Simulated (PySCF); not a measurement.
**WO2(OH)2: singlet, from a see-saw (ligand arrangement 1) start**

Where does singlet WO2(OH)2 go from a see-saw (ligand arrangement 1) start, is the end point a minimum, and what are its modes, charges and moments?

Program: PySCF 2.14.0. Level of theory: PBE, basis W def2-SVP with ECP60, O def2-SVP, H def2-SVP, scalar-relativistic core potentials, no spin–orbit coupling, density fitting. These are calculated values, not measurements.

**1. Where the work starts**

7 atoms, charge 0, spin multiplicity 1.

Bond lengths: W1–O2 1.770 Å, W1–O3 1.770 Å, W1–O4 2.000 Å, W1–O5 2.000 Å, O4–H6 0.960 Å, O5–H7 0.960 Å. Angles: O2–W1–O3 170.0°, O2–W1–O4 86.9°, O2–W1–O5 86.9°, O3–W1–O4 86.9°, O3–W1–O5 86.9°, O4–W1–O5 104.0°, W1–O4–H6 130.0°, W1–O5–H7 130.0°.

```xyz
7
charge 0 multiplicity 1
W     0.0000    0.0000   -0.1903
O     0.0000    1.7633   -0.0360
O     0.0000   -1.7633   -0.0360
O     1.5760    0.0000    1.0410
O    -1.5760    0.0000    1.0410
H     2.0623   -0.7354    1.4209
H    -2.0623    0.7354    1.4209
```

**2. See-saw (ligand arrangement 1) start, singlet: relaxation**

One driver script runs all steps and calls PySCF; scf.py shows how it sets up the SCF of each step. The optimiser is the driver's own. Before each start the driver seeks the lowest SCF state from one or more starting densities and follows internal instabilities, so scf.py alone need not reach the same state.

The program finds C2 symmetry in the start, which this walk keeps.

scf.py

```python
from pyscf import gto, scf, dft
mol = gto.M(atom='''
W      0.000000     0.000000    -0.190332
O      0.000000     1.763300    -0.036032
O     -0.000000    -1.763300    -0.036032
O      1.576000    -0.000000     1.040968
O     -1.576000     0.000000     1.040968
H      2.062300    -0.735400     1.420868
H     -2.062300     0.735400     1.420868''',
    basis={'W': 'def2-SVP', 'O': 'def2-SVP', 'H': 'def2-SVP'},
    ecp={'W': 'def2-SVP'},
    charge=0, spin=0)
mf = dft.RKS(mol, xc='PBE')
mf.grids.atom_grid = (50, 194)
aux = {'W': 'def2-universal-JKFIT', 'O': 'def2-universal-JKFIT', 'H': 'def2-universal-JKFIT'}
mf = mf.density_fit(auxbasis=aux)
mf.kernel()
```

The runs that follow: Is it a minimum? Harmonic modes.

What does the calculation give? Wanted: minimum; geometry; wavenumbers; dipole moment; highest occupied, lowest empty level; polar-tensor charge of W1; zero-point energy; atomisation energy.

**Answer**, as computed:

| quantity | value |
| --- | --- |
| minimum | singlet, C2 |
| geometry | O–H 0.975 Å (×2), W–O 1.727 Å (×2), W–O 1.902 Å (×2); H–O–W 125.2° (×2), O–W–O 108.0°, O–W–O 108.6° (×2), O–W–O 109.8° (×2), O–W–O 112.1° |
| wavenumbers (cm⁻¹) | 173 (a), 198 (a), 202 (b), 236 (b), 249 (a), 264 (b), 349 (a), 557 (b), 564 (a), 712 (a), 723 (b), 962 (b), 991 (a), 3753 (b), 3757 (a) |
| dipole moment | 2.92 D |
| highest occupied, lowest empty level | -7.17, -2.43 eV |
| polar-tensor charge of W1 | +2.13 e |
| zero-point energy | 81.9 kJ/mol |
| entropy at 298.15 K | 345.1 J/(mol K) |
| atomisation energy (no zero-point energy) | 3444 kJ/mol |

What this shows: The molecule stays C2, as typed, and the end point is a minimum. In the infrared the band at 3753 cm⁻¹ (b) leads. Only this shape and spin were tried, so other structures or states may lie lower. The stability of the closed-shell solution was not tested. Spin–orbit coupling, left out here, can matter for elements this heavy.
